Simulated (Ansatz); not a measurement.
# Sn5Ge9C6: the cost of one run

Method: DFT PBE, scalar-relativistic, plane waves, PAW, in Ansatz 0.2.0.

1 further run of the same task is left out (it didn't finish). Runs told in other sessions of the task aren't counted.

## (1) The starting structure

The cell holds 20 atoms (C6Ge9Sn5): a = 6.563 Å, b = 6.563 Å, c = 10.025 Å, α = 83.74°, β = 70.89°, γ = 70.53°.

The sites of an ideal diamond lattice, at a guessed lattice constant, take 9 Ge, 6 C, 5 Sn (sublattices apart by semicolons), with a shake of 0.02 Å. Warren-Cowley parameters of the first shell (negative: unlike neighbours preferred): C-Ge +0.54, C-Sn -0.17, Ge-Sn +0.00. In a cell this small the draw can fall short of the order aimed at.

As a file:

```xyz
20
Lattice="2.6792 2.6792 5.3584 -2.6792 -2.6792 5.3584 8.0375 -5.3584 2.6792" Properties=species:S:1:pos:R:3 pbc="T T T"
C     2.6966   -5.3315    8.0297
C     5.3723   -5.3533   10.7056
C     2.6652   -2.6351   10.7276
C     4.0264   -4.0136    9.4186
C     6.6881   -4.0511   12.0313
C     4.0336   -4.0049    3.9897
Ge    5.3810   -5.3537    5.3732
Ge    2.6348    0.0087    2.6644
Ge    2.6270   -2.6887    5.3559
Ge    0.0057   -0.0129    5.3488
Ge    2.6823    0.0144    8.0403
Ge    6.6885   -4.0331    6.6581
Ge    1.3308   -1.3160    9.3971
Ge    9.3447   -4.0463    9.3649
Ge    1.3652   -1.3493    4.0278
Sn   10.6924   -2.6966    8.0446
Sn    5.3385   -2.6801    8.0276
Sn    6.6786   -6.6960    9.3700
Sn    4.0009   -1.3693    6.6746
Sn    1.3220   -4.0270    6.7259
```

## (2) Relaxing on a coarse mesh

A cheap relaxation: coarse mesh, no symmetry, loose thresholds.

Contents of input.yaml:

```yaml
crystal:
  lattice:
    - [2.67918238, 2.67918238, 5.35836476]
    - [-2.67918238, -2.67918238, 5.35836476]
    - [8.03754714, -5.35836476, 2.67918238]
  atoms:
    - { symbol: C, position: [0.2037462102, 0.9951450447, 0.5992960649] }
    - { symbol: C, position: [0.6004109977, 0.9971879095, 0.8006580501] }
    - { symbol: C, position: [0.8059910653, 0.9982082272, 0.395669608] }
    - { symbol: C, position: [0.5799667602, 0.8776794054, 0.6001817353] }
    - { symbol: C, position: [0.9678845638, 0.8766088531, 0.8016785111] }
    - { symbol: C, position: [0.0749286679, 0.3696139839, 0.6000711565] }
    - { symbol: Ge, position: [0.1032566011, 0.4988313089, 0.8013455816] }
    - { symbol: Ge, position: [0.3972783464, 0.0019411658, 0.1960378166] }
    - { symbol: Ge, position: [0.2956027439, 0.5055347432, 0.3968158208] }
    - { symbol: Ge, position: [0.4977369487, 0.4997869529, 0.0013869265] }
    - { symbol: Ge, position: [0.9023185166, 0.4986098422, 0.1991578418] }
    - { symbol: Ge, position: [0.468884837, 0.3735060679, 0.8003579891] }
    - { symbol: Ge, position: [0.7794519915, 0.8754871099, 0.1975872199] }
    - { symbol: Ge, position: [0.8684451422, 0.3794500728, 0.9996348618] }
    - { symbol: Ge, position: [0.2760101632, 0.3743624883, 0.2026308594] }
    - { symbol: Sn, position: [0.9970201993, 0.0045606568, 0.9994881089] }
    - { symbol: Sn, position: [0.6978414509, 0.5010147673, 0.5985906152] }
    - { symbol: Sn, position: [0.3735060901, 0.8759575667, 0.9984108492] }
    - { symbol: Sn, position: [0.6679331599, 0.377258886, 0.4008846714] }
    - { symbol: Sn, position: [0.1755469027, 0.8800132512, 0.3992980176] }
  symmetry: { detect: false }
basis:
  ecutwfc: 420
kpoints:
  mp_grid: { grid: [2, 2, 2], shift: [0.5, 0.5, 0.5] }
hamiltonian:
  xc: pbe
scf:
  occupations: { method: gaussian, width: 0.1 }
  lower_state_search: "off"
output:
  forces: true
  stress: true
  eigenvalues: true
relax:
  adjacent_minimum: "off"
  f_tol: 0.04
  max_steps: 50
  cell: { stress_tol: 0.3 }
```

Started as:

```console
$ ansatz run input.yaml --threads 4 --pin off --max-ram 9216MiB --backend cpu --events-out ev --progress --plain --runs-dir out
```

Q: Estimate wall time and peak memory on 4 threads of Intel Xeon Platinum 8259CL at 2.50GHz (Skylake/Cascade Lake), shared host.

About 2.3 min, with a peak of 1.4 GiB.
